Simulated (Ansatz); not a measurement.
# Au2: a ladder of functionals and wavefunction methods

One table from this session's results is given with a row withheld; the runs are named, their logs left out.

Method: functionals in def2-TZVPP, the program's frozen cores in correlated methods; program: Ansatz 0.2.0, Gaussian basis.

Plan: LDA (SPW92), PBE-D4, revPBE-D4, BLYP-D4, r2SCAN-D4, B97M-V, PBE0-D4, B3LYP-D4, r2SCANh-D4, r2SCAN0-D4, HSE06-D4, BHLYP-D4, CAM-B3LYP-D4, LC-ωPBE, ωB97X-V, ωB97M-V, B2PLYP, PBE-QIDH; CCSD(T)/def2-SVP; CCSD(T)/def2-TZVPP; CCSD(T)/def2-QZVPP; extrapolation to the limit; RPA on PBE.

### The relaxed structure

All runs share one geometry, relaxed beforehand with PBE0-D4 in a triple-zeta def2 set. Au takes the def2 core potential; no spin-orbit term is included.

SMILES `[Au][Au]`, 2 atoms, charge 0, spin multiplicity 1.

Atoms are counted from 1 here; the program's logs count them from 0.

Bond lengths: Au1–Au2 2.524 Å.

As a file:

```
Au    1.0765   -0.3603    0.5515
Au   -1.0765    0.3603   -0.5515
```

Set-up of the first run:

File in.yaml:

```yaml
crystal:
  periodic: [false, false, false]
  atoms:
    - {symbol: Au, position_ang: [1.076514, -0.360284, 0.551496]}
    - {symbol: Au, position_ang: [-1.076514, 0.360284, -0.551496]}
basis:
  gaussian: {orbitals: def2-TZVPP}
hamiltonian: {xc: lda}
output: {orbitals: {seedname: orbitals}}
```

The run is started by

```bash
ansatz run in.yaml --threads 2 --pin off --events-out ev --progress --plain --max-ram 32768MiB --backend cpu
```

Among the steps run: LDA; PBE-D4 (GGA); revPBE-D4 (GGA); BLYP-D4 (GGA); r2SCAN-D4 (meta-GGA); B97M-V (meta-GGA); PBE0-D4 (hybrid); B3LYP-D4 (hybrid); r2SCANh-D4 (hybrid); r2SCAN0-D4 (hybrid); HSE06-D4 (hybrid); BHLYP-D4 (hybrid); CAM-B3LYP-D4 (range-separated); LC-ωPBE (range-separated); ωB97X-V (range-separated); ωB97M-V (range-separated); B2PLYP (double hybrid); PBE-QIDH (double hybrid).

One table of the session follows, with a row left open; its other results are not shown here.

It belongs to the step «Frontier levels by functional». 

| functional | HOMO (eV) | LUMO (eV) | gap (eV) |
| --- | --- | --- | --- |
| LDA (SPW92) | -6.58 | -4.63 | 1.95 |
| PBE-D4 | ? | ? | ? |
| revPBE-D4 | -6.24 | -4.15 | 2.09 |
| BLYP-D4 | -6.21 | -4.26 | 1.95 |
| r2SCAN-D4 | -6.52 | -4.08 | 2.44 |
| B97M-V | -6.27 | -3.99 | 2.28 |
| PBE0-D4 | -7.11 | -3.33 | 3.78 |
| B3LYP-D4 | -7.07 | -3.69 | 3.38 |
| r2SCANh-D4 | -6.84 | -3.75 | 3.10 |
| r2SCAN0-D4 | -7.24 | -3.25 | 3.99 |
| HSE06-D4 | -6.74 | -3.69 | 3.04 |
| BHLYP-D4 | -7.62 | -2.50 | 5.11 |
| CAM-B3LYP-D4 | -8.20 | -2.50 | 5.69 |
| LC-ωPBE | -9.04 | -1.25 | 7.80 |
| ωB97X-V | -8.88 | -1.41 | 7.47 |
| ωB97M-V | -8.83 | -1.54 | 7.29 |

Q: Estimate the row for PBE-D4 from the others.

**Answer.** HOMO (eV): -6.32; LUMO (eV): -4.27; gap (eV): 2.05. In the column «HOMO (eV)» it lies between r2SCAN-D4 (-6.52) and B97M-V (-6.27).
